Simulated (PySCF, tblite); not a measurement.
**C₇H₇NO: a rotation path, then NMR shifts on frames**

Aim: move C₇H₇NO (`COC1=CC(C#N)=CC1`) away from its starting geometry and see how NMR shifts follow the geometry.

Computed with tblite 0.8.0 and PySCF 2.14.0, with density-fitted response routines of our own, on a single molecule in the gas phase. Atoms are numbered from 0 throughout.

### Step 1. Starting geometry

16 atoms, charge 0, multiplicity 1; geometry from: GFN2-xTB.

Bonds of the start (Å): C0–O1 1.41, O1–C2 1.35, C2–C3 1.35, C3–C4 1.46, C4–C5 1.41, C5–N6 1.15, C4–C7 1.35, C7–C8 1.49, C8–C2 1.50, C0–H9 1.09, C0–H10 1.09, C0–H11 1.09, C3–H12 1.07, C7–H13 1.07, C8–H14 1.09, C8–H15 1.09.

### Step 2. A band between two rotamers with GFN2-xTB

What the job is given:

```
{"job": {"kind": "neb", "xc": "GFN2-xTB", "basis": "xTB", "atoms": [8, 2, 1, 0], "turn": 180}, "charge": 0, "multiplicity": 1}
C     -2.495923    -0.099353     1.193368
O     -1.578992    -0.993797     0.603356
C     -0.385167    -0.479869     0.250316
C      0.110641     0.767777     0.358796
C      1.459881     0.761850    -0.185837
C      2.277885     1.903989    -0.234647
N      2.935072     2.843763    -0.268618
C      1.781175    -0.476741    -0.619636
C      0.628760    -1.389420    -0.381200
H     -3.390793    -0.679026     1.411082
H     -2.093206     0.319708     2.120252
H     -2.743693     0.717118     0.508572
H     -0.358298     1.644602     0.762889
H      2.706760    -0.785419    -1.067113
H      0.250759    -1.827664    -1.306780
H      0.887540    -2.218573     0.279982
```

With the program's defaults for keys left out, this is: GFN2-xTB climbing-image nudged elastic band, gas phase.

Command:

```bash
$ OMP_NUM_THREADS=1 python probes_run.py task.json out
```

This one command runs all jobs of the session in turn.

The program printed:

```text
image   E - E0 / eV
  0       0.0000
  1       0.0452
  2       0.1501
  3       0.2515
  4       0.2873
  5       0.2499
  6       0.1783
  7       0.1177
  8       0.0904
```

Wall time 13 s (1 thread of AMD EPYC, shared host); peak memory 0.18 GiB.

The final band, with the dihedral C8–C2–O1–C0:

```csv
image,dihedral (°),energy (eV),energy (kcal/mol)
0,180,0.000,0.0
1,200,0.045,1.0
2,223,0.150,3.5
3,247,0.251,5.8
4,272,0.287,6.6
5,297,0.250,5.8
6,320,0.178,4.1
7,342,0.118,2.7
8,360,0.090,2.1
```

### Step 3. Nuclear shieldings: image 0, PBE0/pcSseg-1

What the job is given:

```
{"job": {"kind": "nmr", "xc": "PBE0", "basis": "pcSseg-1", "pop": false}, "charge": 0, "multiplicity": 1}
C     -2.495900    -0.099400     1.193400
O     -1.579000    -0.993800     0.603400
C     -0.385200    -0.479900     0.250300
C      0.110600     0.767800     0.358800
C      1.459900     0.761800    -0.185800
C      2.277900     1.904000    -0.234600
N      2.935100     2.843800    -0.268600
C      1.781200    -0.476700    -0.619600
C      0.628800    -1.389400    -0.381200
H     -3.390800    -0.679000     1.411100
H     -2.093200     0.319700     2.120300
H     -2.743700     0.717100     0.508600
H     -0.358300     1.644600     0.762900
H      2.706800    -0.785400    -1.067100
H      0.250800    -1.827700    -1.306800
H      0.887500    -2.218600     0.280000
```

With the program's defaults for keys left out, this is: GIAO PBE0/pcSseg-1 NMR shielding, non-relativistic, gas phase.

The program printed:

```text
coarse grid: 14096 points
cycle   1  E = -400.2211256348  dE =  1.615e+00  |g| = 5.887e-01  |ddm| = 3.939e+00
cycle   2  E = -400.0940656006  dE =  1.271e-01  |g| = 9.956e-01  |ddm| = 1.493e+00
cycle   3  E = -400.2850739683  dE = -1.910e-01  |g| = 2.198e-01  |ddm| = 1.012e+00
cycle   4  E = -400.2951773996  dE = -1.010e-02  |g| = 6.910e-02  |ddm| = 2.241e-01
cycle   5  E = -400.2961659661  dE = -9.886e-04  |g| = 1.754e-02  |ddm| = 6.683e-02
cycle   6  E = -400.2962301092  dE = -6.414e-05  |g| = 4.386e-03  |ddm| = 1.860e-02
cycle   7  E = -400.2962342006  dE = -4.091e-06  |g| = 1.188e-03  |ddm| = 5.157e-03
final grid: 138264 points
cycle   8  E = -400.3600239803  dE = -3.048e-05  |g| = 1.248e-02  |ddm| = 3.881e-02
cycle   9  E = -400.3599816630  dE =  4.232e-05  |g| = 1.967e-02  |ddm| = 2.391e-02
cycle  10  E = -400.3600536561  dE = -7.199e-05  |g| = 2.106e-03  |ddm| = 1.643e-02
cycle  11  E = -400.3600546731  dE = -1.017e-06  |g| = 4.616e-04  |ddm| = 2.310e-03
cycle  12  E = -400.3600547083  dE = -3.521e-08  |g| = 2.557e-04  |ddm| = 5.437e-04
cycle  13  E = -400.3600547213  dE = -1.301e-08  |g| = 8.957e-05  |ddm| = 2.590e-04
cycle  14  E = -400.3600547230  dE = -1.644e-09  |g| = 2.471e-05  |ddm| = 8.999e-05
cycle  15  E = -400.3600547231  dE = -1.344e-10  |g| = 5.147e-06  |ddm| = 2.178e-05
converged SCF energy = -400.3600547231

GIAO shielding tensors (ppm)
atom      isotropic    diamagn.    paramagn.     s11        s22        s33       span
  0 C      128.443     245.364    -116.920     98.932    104.752    181.646     82.714
  1 O      215.281     396.429    -181.148     86.841    240.536    318.467    231.626
  2 C        8.608     254.135    -245.526    -75.405     18.167     83.063    158.468
  3 C       82.296     254.380    -172.084     12.818     84.012    150.058    137.240
  4 C       62.294     258.320    -196.025    -35.213     79.186    142.910    178.123
  5 C       65.881     256.904    -191.024    -53.111    -43.574    294.328    347.438
  6 N      -50.825     341.050    -391.875   -205.214   -179.154    231.895    437.109
  7 C       45.688     249.811    -204.123    -66.294     51.316    152.042    218.336
  8 C      142.272     249.556    -107.284    134.359    136.622    155.835     21.476
  9 H       27.469      27.438       0.032     23.307     25.787     33.314     10.007
 10 H       28.006      29.237      -1.231     25.069     25.632     33.316      8.247
 11 H       28.005      29.696      -1.692     25.067     25.632     33.316      8.249
 12 H       26.375      33.630      -7.255     23.512     25.754     29.858      6.346
 13 H       25.155      30.739      -5.584     23.839     24.179     27.446      3.607
 14 H       28.500      28.777      -0.278     24.182     27.183     34.134      9.952
 15 H       28.500      28.330       0.171     24.182     27.185     34.134      9.952
```

It took 62 s on 1 thread of AMD EPYC, shared host; peak memory 0.83 GiB.

Shifts follow as δ = σ(reference) − σ, with reference shieldings (ppm) from runs at the same level and on the same kind of geometry: 1H TMS 31.72, 13C TMS 186.9, 15N NH3 267.7, 17O H2O 336.1. The references are single molecules in the gas phase, so shifts against H2O, NH3, PH3, H3PO4 or CFCl3 are not on the usual liquid scales and can be off by tens of ppm. Each atom is listed at this fixed geometry, with no averaging over motion; a spectrum would average atoms that exchange fast.

```csv
atoms,environment,σ (ppm),δ (ppm)
C2,alkene carbon bearing oxygen,8.6,178.3
C7,alkene CH,45.7,141.2
C4,fully substituted alkene carbon,62.3,124.6
C5,nitrile carbon,65.9,121.0
C3,β carbon of an enol-ether or enamine type C=C,82.3,104.6
C0,methyl carbon bonded to O,128.4,58.5
C8,allylic sp3 CH2,142.3,44.7
H13,hydrogen on an alkene CH,25.15,6.56
H12,hydrogen on a β carbon of an enol-ether or enamine type C=C,26.37,5.34
H9,hydrogen on a methyl carbon bonded to O,27.47,4.25
H11,hydrogen on a methyl carbon bonded to O,28.00,3.71
H10,hydrogen on a methyl carbon bonded to O,28.01,3.71
H14,hydrogen on an allylic sp3 CH2,28.50,3.22
H15,hydrogen on an allylic sp3 CH2,28.50,3.22
O1,ether oxygen,215.3,120.8
N6,nitrile nitrogen,-50.8,318.6
```

Ring of atoms C2, C3, C4, C7, C8: NICS(0) -4.0, NICS(1) -4.7, NICS(1)zz -7.3 ppm (means of both faces).

### Step 4. NMR shieldings: image 2, PBE0/pcSseg-1

What the job is given:

```
{"job": {"kind": "nmr", "xc": "PBE0", "basis": "pcSseg-1", "pop": false}, "charge": 0, "multiplicity": 1}
C     -2.551000    -0.157300     1.050700
O     -1.408300    -0.988400     1.048000
C     -0.271500    -0.461700     0.533800
C      0.279800     0.761500     0.646600
C      1.506400     0.776400    -0.136500
C      2.361700     1.889200    -0.224500
N      3.057500     2.798900    -0.287500
C      1.689400    -0.421500    -0.736100
C      0.570200    -1.325000    -0.362700
H     -3.337500    -0.729300     1.538700
H     -2.388900     0.778500     1.588500
H     -2.847800     0.066500     0.020400
H     -0.070800     1.606400     1.209600
H      2.503700    -0.709100    -1.374300
H     -0.017800    -1.645100    -1.225800
H      0.917500    -2.231100     0.135900
```

Method: GIAO PBE0/pcSseg-1 NMR shielding, non-relativistic, gas phase.

The program printed:

```text
coarse grid: 14096 points
cycle   1  E = -400.2127396838  dE =  1.606e+00  |g| = 6.002e-01  |ddm| = 3.923e+00
cycle   2  E = -400.0803138482  dE =  1.324e-01  |g| = 1.016e+00  |ddm| = 1.541e+00
cycle   3  E = -400.2788541090  dE = -1.985e-01  |g| = 2.215e-01  |ddm| = 1.049e+00
cycle   4  E = -400.2890280511  dE = -1.017e-02  |g| = 7.117e-02  |ddm| = 2.248e-01
cycle   5  E = -400.2900623606  dE = -1.034e-03  |g| = 1.817e-02  |ddm| = 6.913e-02
cycle   6  E = -400.2901317472  dE = -6.939e-05  |g| = 4.260e-03  |ddm| = 1.973e-02
cycle   7  E = -400.2901357485  dE = -4.001e-06  |g| = 1.039e-03  |ddm| = 5.085e-03
final grid: 138264 points
cycle   8  E = -400.3536681824  dE = -3.047e-05  |g| = 1.169e-02  |ddm| = 3.724e-02
cycle   9  E = -400.3536365555  dE =  3.163e-05  |g| = 1.769e-02  |ddm| = 2.214e-02
cycle  10  E = -400.3536944857  dE = -5.793e-05  |g| = 1.828e-03  |ddm| = 1.485e-02
cycle  11  E = -400.3536952283  dE = -7.426e-07  |g| = 4.475e-04  |ddm| = 2.094e-03
cycle  12  E = -400.3536952642  dE = -3.595e-08  |g| = 2.266e-04  |ddm| = 5.257e-04
cycle  13  E = -400.3536952744  dE = -1.018e-08  |g| = 8.655e-05  |ddm| = 2.336e-04
cycle  14  E = -400.3536952759  dE = -1.507e-09  |g| = 2.520e-05  |ddm| = 8.732e-05
cycle  15  E = -400.3536952760  dE = -1.409e-10  |g| = 4.674e-06  |ddm| = 2.188e-05
converged SCF energy = -400.3536952760

GIAO shielding tensors (ppm)
atom      isotropic    diamagn.    paramagn.     s11        s22        s33       span
  0 C      125.569     244.693    -119.125     94.651     99.992    182.063     87.413
  1 O      243.986     397.105    -153.119    131.755    263.885    336.318    204.563
  2 C        6.869     253.354    -246.484    -79.392     18.260     81.741    161.134
  3 C       74.034     253.245    -179.212    -11.592     80.924    152.769    164.361
  4 C       62.291     258.909    -196.618    -35.404     79.493    142.783    178.187
  5 C       66.005     256.645    -190.640    -52.837    -43.384    294.236    347.073
  6 N      -50.847     340.926    -391.773   -205.700   -178.999    232.158    437.858
  7 C       44.191     250.443    -206.252    -66.486     44.875    154.185    220.671
  8 C      140.407     250.205    -109.799    131.915    133.591    155.714     23.799
  9 H       27.582      27.509       0.074     23.787     25.529     33.431      9.644
 10 H       27.699      29.402      -1.702     23.753     26.351     32.994      9.241
 11 H       28.050      29.594      -1.544     24.362     26.001     33.788      9.427
 12 H       25.907      32.967      -7.060     23.143     24.988     29.589      6.446
 13 H       25.139      30.872      -5.734     23.588     24.542     27.286      3.697
 14 H       28.631      29.684      -1.053     24.362     27.508     34.024      9.662
 15 H       28.417      28.250       0.167     24.272     27.073     33.908      9.637
```

It took 64 s on 1 thread of AMD EPYC, shared host; peak memory 0.84 GiB.

Key values: δ C2 180.1, C7 142.7, C4 124.6, C5 120.9, H13 6.58, H12 5.81 ppm.

(Part 1 of 2 ends here.)
